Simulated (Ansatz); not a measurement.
Born–Oppenheimer molecular dynamics of a periodic cell of 16 atoms, WC (start crystal WC, start structure P-6m2, volume 1 times the crystal's). It starts from a structure without forces on its atoms.

Computed with DFT PBEsol, scalar-relativistic, plane waves, PAW (Ansatz). Settings: accuracy low, PAW set soft_1, cutoff 420 eV, k mesh 3x3x3, fermi-dirac smearing 0.17 eV, no spin polarisation.

| Quantity | Value |
| --- | --- |
| ensemble | NVT, Langevin thermostat |
| time step | 1 fs |
| steps asked | 130 |
| set temperature | 2000 K |
| friction | 0.02 /fs |
| seed | 507571 |

Frames 5 fs apart, positions in Å, forces in eV/Å.

Velocities at 30 fs (Å/ps):

```
W -0.32 4.21 -0.92
C -8.15 -14.55 1.18
W -5.33 -4.95 -2.96
C 6.83 -3.94 2.45
W -2.37 -2.60 1.11
C 1.35 -0.63 -11.54
W -0.47 -0.63 1.31
C 11.66 -10.70 13.36
W 1.01 -1.17 -0.47
C -6.81 -13.96 -3.55
W -1.52 -2.60 0.34
C -8.70 -2.45 -0.51
W -2.04 1.69 -0.15
C -1.61 1.34 27.02
W -2.13 0.05 -0.22
C 13.04 17.63 2.29
```

```xyz
16
Lattice="-2.8861 -4.9989 0.0000 4.3291 -2.4994 0.0000 0.0000 0.0000 5.6483" Properties=species:S:1:pos:R:3:forces:R:3 time_fs=30 energy_less_start_eV=2.603 T=1294
W -0.061 -4.984 -0.025 0.42 -1.26 0.76
C 1.442 -4.146 1.363 -0.93 -1.00 2.05
W -0.134 -5.096 2.768 5.21 1.46 1.75
C 1.378 -4.261 4.319 0.30 1.55 -2.18
W -1.520 -2.454 -0.021 1.62 -2.63 1.27
C -0.162 -1.636 1.412 2.25 -0.70 0.40
W -1.457 -2.511 2.855 -0.56 0.40 -0.51
C 0.008 -1.791 4.295 0.09 1.56 -0.73
W 1.432 -2.534 0.127 -1.53 0.79 -4.46
C 2.965 -1.752 1.289 -2.22 2.12 3.41
W 1.527 -2.474 2.838 -3.20 -2.47 0.61
C 2.837 -1.758 4.257 1.05 0.92 0.32
W -0.047 0.004 0.059 2.39 -1.22 -3.57
C -1.475 -4.198 1.513 0.05 1.13 -2.63
W 0.075 -0.037 2.823 -3.66 -0.32 1.73
C -1.392 -4.161 4.157 -1.28 -0.32 1.78
16
Lattice="-2.8861 -4.9989 0.0000 4.3291 -2.4994 0.0000 0.0000 0.0000 5.6483" Properties=species:S:1:pos:R:3:forces:R:3 time_fs=35 energy_less_start_eV=3.364 T=1182
W -0.058 -4.968 -0.028 0.18 -1.85 0.61
C 1.421 -4.232 1.381 -0.93 0.38 1.48
W -0.162 -5.120 2.752 6.00 1.55 2.59
C 1.420 -4.259 4.296 -0.45 1.41 -1.63
W -1.526 -2.473 -0.017 1.91 -2.46 1.20
C -0.148 -1.666 1.363 1.90 -0.25 1.45
W -1.465 -2.511 2.861 0.19 0.75 -0.67
C 0.074 -1.826 4.350 -1.18 2.27 -1.61
W 1.442 -2.541 0.123 -1.93 -0.42 -3.88
C 2.917 -1.813 1.303 -1.21 2.78 3.29
W 1.516 -2.486 2.843 -3.26 -2.72 0.22
C 2.803 -1.765 4.252 1.80 1.14 0.57
W -0.056 0.013 0.057 2.52 -1.37 -3.33
C -1.512 -4.196 1.608 0.42 1.31 -4.87
W 0.065 -0.040 2.819 -4.11 -1.04 2.64
C -1.348 -4.098 4.152 -1.85 -1.49 1.94
16
Lattice="-2.8861 -4.9989 0.0000 4.3291 -2.4994 0.0000 0.0000 0.0000 5.6483" Properties=species:S:1:pos:R:3:forces:R:3 time_fs=40 energy_less_start_eV=3.415 T=1349
W -0.051 -4.953 -0.027 -0.26 -2.27 0.18
C 1.383 -4.325 1.429 -0.49 1.58 0.31
W -0.184 -5.135 2.744 5.86 1.91 3.09
C 1.441 -4.224 4.235 -0.84 0.72 -0.09
W -1.523 -2.491 -0.018 1.46 -1.71 1.25
C -0.131 -1.715 1.348 1.53 0.32 1.64
W -1.478 -2.514 2.872 0.64 0.98 -1.90
C 0.097 -1.821 4.343 -1.49 2.43 -1.25
W 1.453 -2.556 0.111 -2.42 -0.91 -3.16
C 2.824 -1.832 1.368 1.15 2.48 1.60
W 1.512 -2.504 2.859 -3.60 -2.73 -0.03
C 2.812 -1.784 4.281 1.66 1.56 0.11
W -0.055 0.018 0.058 1.51 -1.40 -2.32
C -1.554 -4.207 1.598 1.01 1.37 -4.68
W 0.055 -0.056 2.816 -4.32 -1.02 2.89
C -1.360 -4.027 4.145 -1.41 -3.33 2.34
16
Lattice="-2.8861 -4.9989 0.0000 4.3291 -2.4994 0.0000 0.0000 0.0000 5.6483" Properties=species:S:1:pos:R:3:forces:R:3 time_fs=45 energy_less_start_eV=3.082 T=1697
W -0.054 -4.936 -0.023 -0.58 -2.83 -0.29
C 1.300 -4.380 1.459 1.29 2.26 -0.21
W -0.199 -5.150 2.738 5.00 2.60 3.52
C 1.432 -4.200 4.202 -0.65 0.07 0.87
W -1.510 -2.501 -0.018 0.60 -0.92 1.63
C -0.103 -1.762 1.360 1.01 0.81 1.44
W -1.487 -2.521 2.884 0.41 0.56 -3.16
C 0.071 -1.801 4.299 -0.86 2.09 -0.36
W 1.464 -2.568 0.092 -2.83 -0.56 -2.33
C 2.745 -1.810 1.434 2.69 1.63 -0.18
W 1.508 -2.528 2.882 -4.01 -2.40 -0.34
C 2.867 -1.776 4.314 0.36 1.54 -0.75
W -0.060 0.025 0.051 1.08 -1.96 -1.42
C -1.567 -4.226 1.483 0.88 1.17 -1.81
W 0.033 -0.080 2.825 -3.11 -0.05 1.72
C -1.372 -4.002 4.173 -1.27 -4.02 1.68
16
Lattice="-2.8861 -4.9989 0.0000 4.3291 -2.4994 0.0000 0.0000 0.0000 5.6483" Properties=species:S:1:pos:R:3:forces:R:3 time_fs=50 energy_less_start_eV=2.995 T=2160
W -0.054 -4.913 -0.020 -0.55 -3.92 -0.83
C 1.233 -4.388 1.459 2.98 2.51 0.10
W -0.210 -5.166 2.729 4.33 3.30 3.93
C 1.398 -4.160 4.215 0.16 -1.02 0.83
W -1.492 -2.513 -0.019 0.09 0.10 1.97
C -0.051 -1.757 1.409 0.06 0.23 0.56
W -1.498 -2.529 2.898 0.15 -0.10 -3.41
C 0.037 -1.739 4.250 -0.29 0.86 0.65
W 1.482 -2.583 0.063 -2.91 0.72 -0.87
C 2.736 -1.783 1.472 2.41 0.39 -1.24
W 1.501 -2.557 2.907 -3.89 -1.32 -1.49
C 2.938 -1.740 4.308 -1.27 1.19 -1.01
W -0.068 0.030 0.042 1.13 -2.59 -1.12
C -1.561 -4.249 1.347 0.67 1.34 1.35
W 0.003 -0.105 2.833 -1.52 1.16 0.50
C -1.376 -4.044 4.228 -1.58 -2.83 0.08
16
Lattice="-2.8861 -4.9989 0.0000 4.3291 -2.4994 0.0000 0.0000 0.0000 5.6483" Properties=species:S:1:pos:R:3:forces:R:3 time_fs=55 energy_less_start_eV=3.239 T=2023
W -0.062 -4.891 -0.022 0.71 -4.97 -0.58
C 1.239 -4.325 1.468 2.79 1.61 0.12
W -0.211 -5.176 2.717 3.93 3.52 3.77
C 1.371 -4.120 4.253 0.68 -2.22 0.28
W -1.469 -2.521 -0.019 -0.25 0.81 1.86
C 0.026 -1.711 1.457 -1.13 -0.98 -0.49
W -1.525 -2.540 2.909 0.60 -0.58 -3.15
C -0.005 -1.676 4.204 0.01 -0.67 1.71
W 1.496 -2.599 0.034 -2.97 2.06 0.52
C 2.767 -1.802 1.473 1.59 0.32 -1.11
W 1.485 -2.586 2.932 -3.29 0.18 -2.96
C 2.979 -1.697 4.270 -2.24 0.66 -0.48
W -0.077 0.038 0.026 1.40 -2.92 -0.76
C -1.530 -4.258 1.271 -0.09 1.49 3.04
W -0.032 -0.129 2.836 0.10 2.37 -0.37
C -1.405 -4.139 4.279 -1.85 -0.68 -1.42
16
Lattice="-2.8861 -4.9989 0.0000 4.3291 -2.4994 0.0000 0.0000 0.0000 5.6483" Properties=species:S:1:pos:R:3:forces:R:3 time_fs=60 energy_less_start_eV=3.637 T=2075
W -0.071 -4.879 -0.026 1.88 -5.28 0.20
C 1.313 -4.240 1.486 1.28 -0.04 -0.37
W -0.203 -5.172 2.717 3.51 3.37 2.67
C 1.342 -4.103 4.274 1.02 -3.19 -0.07
W -1.446 -2.538 -0.018 -0.72 1.63 1.60
C 0.092 -1.656 1.464 -1.71 -2.16 -1.07
W -1.552 -2.555 2.909 1.26 -0.67 -2.80
C -0.012 -1.673 4.194 -0.36 -1.06 1.95
W 1.506 -2.606 0.001 -2.78 3.02 1.99
C 2.831 -1.848 1.449 0.13 1.24 -0.34
W 1.465 -2.621 2.954 -2.16 2.14 -4.55
C 2.978 -1.612 4.223 -2.20 -0.88 0.52
W -0.079 0.049 -0.003 1.37 -3.19 -0.09
C -1.511 -4.249 1.250 -0.61 1.34 3.51
W -0.066 -0.148 2.839 1.39 3.01 -0.70
C -1.464 -4.218 4.313 -1.29 0.72 -2.45
16
Lattice="-2.8861 -4.9989 0.0000 4.3291 -2.4994 0.0000 0.0000 0.0000 5.6483" Properties=species:S:1:pos:R:3:forces:R:3 time_fs=65 energy_less_start_eV=4.185 T=1720
W -0.064 -4.876 -0.028 1.58 -5.21 1.18
C 1.392 -4.162 1.508 0.07 -1.46 -1.15
W -0.195 -5.160 2.726 3.07 3.51 1.25
C 1.319 -4.142 4.266 1.12 -2.80 0.09
W -1.428 -2.560 -0.010 -1.24 2.06 1.26
C 0.141 -1.634 1.450 -1.90 -2.35 -1.04
W -1.578 -2.571 2.906 1.98 -0.82 -2.32
C -0.023 -1.703 4.230 -0.57 -0.79 1.05
W 1.505 -2.601 -0.027 -2.19 2.94 2.98
C 2.925 -1.849 1.406 -1.95 1.95 0.31
W 1.452 -2.654 2.975 -1.50 3.75 -5.42
C 2.934 -1.542 4.163 -1.42 -2.70 2.10
W -0.076 0.051 -0.032 0.94 -3.68 1.05
C -1.525 -4.218 1.280 -0.17 0.69 2.82
W -0.096 -0.152 2.851 2.22 2.34 -1.06
C -1.527 -4.335 4.326 -0.04 2.58 -3.11
16
Lattice="-2.8861 -4.9989 0.0000 4.3291 -2.4994 0.0000 0.0000 0.0000 5.6483" Properties=species:S:1:pos:R:3:forces:R:3 time_fs=70 energy_less_start_eV=4.041 T=1941
W -0.056 -4.887 -0.031 0.77 -4.89 1.61
C 1.447 -4.124 1.497 -0.47 -2.11 -1.30
W -0.185 -5.134 2.736 2.84 2.73 0.83
C 1.338 -4.229 4.261 0.60 -1.16 0.24
W -1.421 -2.580 0.010 -1.62 1.98 1.23
C 0.161 -1.680 1.442 -2.09 -1.20 -0.56
W -1.602 -2.588 2.904 2.79 -0.70 -2.04
C -0.087 -1.706 4.293 0.29 -0.90 -0.35
W 1.502 -2.592 -0.039 -1.85 2.31 3.22
C 2.974 -1.799 1.393 -2.63 1.67 0.14
W 1.441 -2.679 2.987 -1.82 4.18 -5.31
C 2.845 -1.553 4.132 -0.31 -2.85 2.88
W -0.068 0.045 -0.049 0.39 -3.62 2.69
C -1.510 -4.193 1.365 -0.42 0.00 1.08
W -0.124 -0.144 2.871 2.42 1.21 -1.97
C -1.573 -4.400 4.289 1.10 3.34 -2.39
16
Lattice="-2.8861 -4.9989 0.0000 4.3291 -2.4994 0.0000 0.0000 0.0000 5.6483" Properties=species:S:1:pos:R:3:forces:R:3 time_fs=75 energy_less_start_eV=3.838 T=2377
W -0.057 -4.900 -0.035 0.02 -4.59 1.92
C 1.486 -4.138 1.440 -0.85 -1.65 -0.26
W -0.173 -5.098 2.747 2.63 0.99 1.18
C 1.387 -4.335 4.294 -0.40 0.83 -0.27
W -1.421 -2.605 0.029 -1.74 1.73 1.41
C 0.121 -1.778 1.440 -1.73 0.42 0.04
W -1.628 -2.611 2.910 3.83 0.13 -2.05
C -0.133 -1.708 4.360 1.06 -0.86 -1.73
W 1.503 -2.590 -0.048 -2.09 1.84 3.88
C 2.975 -1.696 1.375 -2.10 0.17 -0.10
W 1.429 -2.694 3.001 -2.33 3.19 -5.68
C 2.736 -1.609 4.157 1.51 -1.36 1.99
W -0.057 0.032 -0.060 0.04 -2.81 3.62
C -1.522 -4.154 1.477 -0.44 -1.16 -1.05
W -0.145 -0.130 2.888 1.62 0.20 -2.93
C -1.581 -4.407 4.195 0.95 2.92 0.02
16
Lattice="-2.8861 -4.9989 0.0000 4.3291 -2.4994 0.0000 0.0000 0.0000 5.6483" Properties=species:S:1:pos:R:3:forces:R:3 time_fs=80 energy_less_start_eV=4.543 T=1781
W -0.052 -4.922 -0.042 -0.53 -3.80 1.96
C 1.496 -4.165 1.362 -1.01 -1.09 1.22
W -0.160 -5.061 2.760 2.67 -0.65 1.50
C 1.457 -4.425 4.364 -1.74 2.54 -1.43
W -1.418 -2.624 0.044 -1.30 1.01 1.52
C 0.045 -1.873 1.443 -0.69 1.71 0.54
W -1.642 -2.624 2.919 4.45 1.46 -2.66
C -0.142 -1.735 4.367 1.30 -0.38 -1.87
W 1.499 -2.592 -0.056 -2.63 1.49 4.85
C 2.935 -1.584 1.339 -1.05 -1.85 0.18
W 1.415 -2.707 3.014 -2.37 2.57 -6.00
C 2.673 -1.648 4.217 2.91 -0.05 0.13
W -0.048 0.020 -0.071 -0.14 -1.97 3.82
C -1.510 -4.143 1.565 -1.11 -1.74 -2.92
W -0.161 -0.115 2.904 1.04 -0.21 -3.63
C -1.564 -4.326 4.100 0.20 0.94 2.78
16
Lattice="-2.8861 -4.9989 0.0000 4.3291 -2.4994 0.0000 0.0000 0.0000 5.6483" Properties=species:S:1:pos:R:3:forces:R:3 time_fs=85 energy_less_start_eV=5.659 T=1213
W -0.048 -4.941 -0.043 -0.90 -2.55 1.29
C 1.484 -4.178 1.309 -0.96 -0.90 2.11
W -0.147 -5.032 2.761 2.25 -1.70 2.10
C 1.492 -4.448 4.415 -2.37 3.22 -2.37
W -1.417 -2.636 0.056 -0.89 0.54 1.37
C -0.009 -1.976 1.484 0.10 2.74 0.47
W -1.650 -2.624 2.927 4.50 2.79 -3.63
C -0.111 -1.799 4.335 0.76 0.71 -1.12
W 1.494 -2.583 -0.062 -3.07 0.86 5.51
C 2.883 -1.516 1.265 -0.14 -3.16 1.54
W 1.399 -2.714 3.013 -2.15 2.36 -6.10
C 2.639 -1.672 4.245 3.85 0.84 -1.11
W -0.039 0.014 -0.079 -0.42 -1.70 3.42
C -1.514 -4.163 1.624 -1.74 -1.50 -4.20
W -0.171 -0.103 2.907 1.01 -0.40 -3.36
C -1.566 -4.203 4.071 0.17 -2.16 4.09
```

Of the whole run (130 fs, mean temperature of the second half 1841 K): A run of 0.13 ps of so small a system gives no equilibrium averages. Limits of this set-up: coarse k mesh, PAW files made for another functional, low accuracy level.

Time of the run: 19 min on 2 threads of Arm Neoverse V2 (shared host), peak memory 0.63 GiB.
